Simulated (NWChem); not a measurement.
# CaCl (calcium monochloride) at 3 levels

Aim: a comparison of 3 runs (UHF/3-21G, UHF/def2-SVP, UB3LYP/6-31G*) of CaCl (calcium monochloride). 

The calculation is run with NWChem 7.3.0.

1 further run of the same task is left out (it didn't finish). Runs told in other sessions of the task aren't counted.

**1. The molecule**

The species is CaCl (2 atoms), meant as a doublet with charge 0. SMILES: `[Cl][Ca]`. Geometry: relaxed at PBE0-D4/def2-TZVP.

Bond lengths: Cl1–Ca2 2.430 Å.

**2. Energy and gradient at UHF/3-21G (run 1)**

Contents of geom.xyz:

```xyz
2

Cl     0.000000     0.000000    -0.032760
Ca     0.000000     0.000000     2.397140
```

Contents of geom.nw:

```
echo
start geom
memory total 2200 mb
geometry noautosym nocenter noautoz
 load geom.xyz
end
basis spherical bse
 * library 3-21G
end
scf
 doublet
 uhf
 thresh 1e-08
 maxiter 80
 print medium
end
task scf gradient
```

The run is started by

```console
nwchem geom.nw > geom.out
```

The program printed:

```text
[...]
  functions       =    30
[...]
  wavefunction    = UHF
[...]
         Total SCF energy =  -1130.785637432285
      One electron energy =  -1704.244427197279
      Two electron energy =    499.414481497206
 Nuclear repulsion energy =     74.044308267788
                       Sz =      0.5000
                 Sz(Sz+1) =      0.7500
                      S^2 =      0.7506
[...]
                         UHF ENERGY GRADIENTS
    atom               coordinates                        gradient
                 x          y          z           x          y          z
   1 Cl      0.000000   0.000000  -0.061907   -0.000000  -0.000000   0.053298
   2 Ca      0.000000   0.000000   4.529938    0.000000   0.000000  -0.053298
[...]
```

Wall time 1.4 s (1 thread of AMD EPYC 7B13 (Zen 3), shared host); peak memory 0.099 GiB.

**3. Energy and forces at UHF/def2-SVP (run 2)**

Contents of run.py:

```python
from ase import Atoms
from ase.calculators.nwchem import NWChem

system = Atoms(['Cl', 'Ca'], positions=[
    [-0.000000, 0.000000, -0.032760],
    [0.000000, -0.000000, 2.397140],
])

calc = NWChem(
    label='struct',
    theory='scf',
    memory='2200 mb',
    basis='def2-SVP',
    basispar='spherical bse',
    scf={'nopen': '1', 'uhf': None, 'thresh': '1e-08', 'maxiter': '80'},
)
system.calc = calc

forces = system.get_forces()
e = system.get_potential_energy()
print(f"E = {e:.6f} eV")
print("forces (eV/A):")
for s, f in zip(system.symbols, forces):
    print(f"{s:2s} {f[0]:10.5f} {f[1]:10.5f} {f[2]:10.5f}")
```

The run is started by

```console
export ASE_NWCHEM_COMMAND="nwchem PREFIX.nwi > PREFIX.nwo"
python run.py
```

The program printed:

```text
E = -30915.220131 eV
forces (eV/A):
Cl   -0.00000    0.00000   -0.70284
Ca    0.00000   -0.00000    0.70284
```

The calculator wrote struct.nwi:

```
title "struct"

permanent_dir struct

scratch_dir struct

start struct

geometry units angstrom nocenter noautosym noautoz
  Cl -0.0000000000000000e+00 0.0000000000000000e+00 -3.2759999999999997e-02
  Ca 0.0000000000000000e+00 -0.0000000000000000e+00 2.3971399999999998e+00
end

memory 2200 mb

basis spherical bse noprint
   * library def2-SVP
end

scf
  nopen 1
  uhf
  thresh 1e-08
  maxiter 80
end

task scf gradient
```

struct.nwo, shortened:

```text
[...]
      One electron energy =  -1711.020097099502
[... 1 line left out ...]
 Nuclear repulsion energy =     74.044308267788
[... 41 lines left out ...]
          Final beta eigenvalues
[... 226 lines left out ...]
                     UHF Final Beta Molecular Orbital Analysis
[...]
  wavefunction    =   UHF
                         UHF ENERGY GRADIENTS
    atom               coordinates                        gradient
                 x          y          z           x          y          z
   1 Cl      0.000000   0.000000  -0.061907    0.000000  -0.000000   0.013668
   2 Ca      0.000000   0.000000   4.529938   -0.000000   0.000000  -0.013668
[...]
```

Wall time 7.5 s (1 thread of AMD EPYC 7B13 (Zen 3), shared host); peak memory 0.097 GiB.

**4. Energy and forces at UB3LYP/6-31G(d) (Cartesian functions) (run 3)**

Contents of calc.nw:

```
start calc
title "CaCl gradient"
memory total 2200 mb
geometry units angstrom noautosym nocenter noautoz
  Cl    0.000000    0.000000   -0.032760
  Ca    0.000000    0.000000    2.397140
end
basis cartesian
  * library 6-31G*
end
dft
  xc b3lyp
  mult 2
  grid xfine
  convergence energy 1e-08
  maxiter 100
  mulliken
end
task dft gradient
```

The run is started by

```console
nwchem calc.nw > calc.out
```

The program printed:

```text
[...]
          Wavefunction type:  spin polarized.
          No. of atoms     :     2
          No. of electrons :    37
[...]
          Charge           :     0
          Spin multiplicity:     2
[...]
          AO basis - number of functions:    42
[...]
              XC Information
              --------------
                         B3LYP Method XC Potential
                     Hartree-Fock (Exact) Exchange  0.200
                        Slater Exchange Functional  0.800 local
                    Becke 1988 Exchange Functional  0.720 non-local
              Lee-Yang-Parr Correlation Functional  0.810
                  VWN I RPA Correlation Functional  0.190 local
[...]
 d= 0,ls=0.0,diis     1  -1137.7616769557 -1.21D+03  1.53D-02  7.96D-02     1.1
[...]
 d= 0,ls=0.0,diis     8  -1137.8008580296 -4.14D-09  8.24D-07  3.45D-10     6.0
[...]
         Total DFT energy =    -1137.800858029612
      One electron energy =    -1711.152543113907
           Coulomb energy =      563.735106692671
    Exchange-Corr. energy =      -64.427729876164
 Nuclear repulsion energy =       74.044308267788
[...]
      Total Density - Mulliken Population Analysis
     ---------------------------------------------
    Atom       Charge   Shell Charges
 -----------   ------   -------------------------------------------------------
    1 Cl  17    17.55   2.00  1.99  5.97  1.44  3.63  0.59  1.98 -0.05
    2 Ca  20    19.45   2.00  2.00  6.00  2.00  6.00  0.58  0.27  0.29  0.05  0.26
[...]
      <S2> =      0.7502 (Exact =     0.7500)
[...]
  wavefunction    = open shell
                         DFT ENERGY GRADIENTS
    atom               coordinates                        gradient
                 x          y          z           x          y          z
   1 Cl      0.000000   0.000000  -0.061907   -0.000000   0.000000   0.029434
   2 Ca      0.000000   0.000000   4.529938    0.000000  -0.000000  -0.029434
[...]
```

It took 9.9 s on 1 thread of AMD EPYC 7B13 (Zen 3), shared host; peak memory 0.11 GiB.

**5. Overview of the runs**

| run | level | Cartesian functions | iteration cap | energy (Eh) | dipole moment (D) | HOMO energy (eV) | LUMO energy (eV) | wall time |
| --- | --- | --- | --- | --- | --- | --- | --- | --- |
| 1 | UHF/3-21G | no | 80 | -1130.785637 | 5.71 | -6.41 | -0.27 | 1.4 s |
| 2 | UHF/def2-SVP | no | 80 | -1136.113394 | 4.42 | -5.89 | 0.04 | 7.5 s |
| 3 | UB3LYP/6-31G* (Cartesian functions) | yes | 100 | -1137.800858 | 4.63 | -4.48 | -2.75 | 9.9 s |

**6. Results**

| quantity | value |
| --- | --- |
| run 3: total energy | -1137.80086 Eh |
| run 3: dipole moment | 4.63 D |
| run 3: HOMO energy (highest over α and β) | -4.48 eV |
| run 3: LUMO energy (lowest over α and β) | -2.75 eV |
| run 3: ⟨S²⟩ | 0.750 |
| run 3: largest force on an atom | 1.514 eV/Å |

What this shows: The dipole moment (its size) runs from 4.42 D (UHF/def2-SVP) to 5.71 D (UHF/3-21G). All runs together took 19 s, the longest 9.9 s.
